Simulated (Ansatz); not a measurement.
Runs of Ansatz 0.2.0 on Hf2Pd2Se2Br2O3. The structure is hexagonal, space group P6mm (No. 183). The conventional cell has a = 5.759 Å, b = 5.759 Å, c = 8.525 Å, α = 90.00°, β = 90.00°, γ = 120.00°. Hf (site symmetry 3m) has 3 O at 1.92 Å as nearest neighbours. Around Pd (site symmetry 3m) lie 1 Se at 2.33 Å. Se (site symmetry 3m) is surrounded by 1 Pd at 2.33 Å and 1 Hf at 2.67 Å. Around Br (site symmetry 6mm) lie 6 Pd at 3.33 Å and 6 O at 3.80 Å. Around Br (site symmetry 6mm) lie 6 O at 3.46 Å and 6 Hf at 3.46 Å and 6 Se at 3.74 Å. O (site symmetry 2mm) is surrounded by 2 Hf at 1.92 Å. The cell was built by a generator and needn't be a form met in nature.

| U | gap on the mesh (eV) | pressure (GPa) | largest force (eV/Å) |
| --- | --- | --- | --- |
| Hf d U = 6 eV, Pd d U = 6 eV | none | (b) | 0.79 |
| Hf d U = 8 eV, Pd d U = 8 eV | none | (a) | 1.07 |
| Hf d U = 4 eV, Pd d U = 4 eV | none | (c) | 0.52 |
| Hf d U = 2 eV, Pd d U = 2 eV | none | 0.7 | 0.28 |

Alike in all rows: task projected density of states; level PBE+U; potentials or basis Ansatz PAW; no spin polarisation; cell as given; k mesh 6 × 6 × 3; cutoff (eV) 420; smearing fermi-dirac 0.05 eV.

**Question.** Estimate the missing entries.

**Answer.** (a) 4.2; (b) 2.9; (c) 1.7.

Caveats: U without spin polarisation on a metal has little footing; forces of over 1 eV/Å show positions far from the minimum, so gaps and moduli don't describe the material at rest (some runs).

A k mesh can miss the band edges, and the runs leave out spin-orbit coupling on Br, Hf, Pd, Se.

A gap of «none» marks a metal or a gap under the smearing width.
